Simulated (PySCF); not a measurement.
# BrH7OSi3: the cost of one run

The runs use PySCF 2.14.0, with density-fitted response routines of our own; the level of theory stands in each step. All values are computed, except where a source is named. Atoms count from 0, in the outputs and in this text.

### Step 1. The starting structure

12 atoms, charge 0, multiplicity 1; geometry from: GFN2-xTB. The atoms were then displaced at random by about 0.01 Å, so the start is not that level's minimum.

Bonds of the start (Å): O0–Si1 1.66, Si1–Si2 2.29, Si2–Si3 2.36, Si3–Br4 2.25, O0–H5 0.94, Si1–H6 1.46, Si1–H7 1.46, Si2–H8 1.46, Si2–H9 1.49, Si3–H10 1.47, Si3–H11 1.44.

### Step 2. Geometry optimisation at PBE0-D3(BJ)/def2-SVP

What the job is given:

```
{"job": {"xc": "PBE0", "basis": "def2-SVP", "d3": "d3bj", "grid": 1, "shake": 0.01, "kind": "geom"}, "charge": 0, "multiplicity": 1}
O     -1.241380    -1.608920     0.503590
Si    -1.822580    -0.173350    -0.100140
Si     0.019620     1.126920     0.316090
Si     2.093160     0.050110    -0.047490
Br     2.307550    -0.301720    -2.255830
H     -1.776310    -2.382890     0.466800
H     -3.038690     0.204300     0.608510
H     -2.154560    -0.331230    -1.515500
H      0.029210     2.360030    -0.473530
H      0.123660     1.614580     1.723560
H      2.178800    -1.316730     0.481160
H      3.321200     0.730610     0.283750
```

On the command line:

```bash
OMP_NUM_THREADS=1 python probes_run.py task.json out
```

This one command runs all jobs of the session in turn.

**Question.** How long does this first job take on 1 thread of Intel Xeon 6975P-C, shared host, and how much memory does it need?

About 87 s, with a peak of 0.54 GiB.
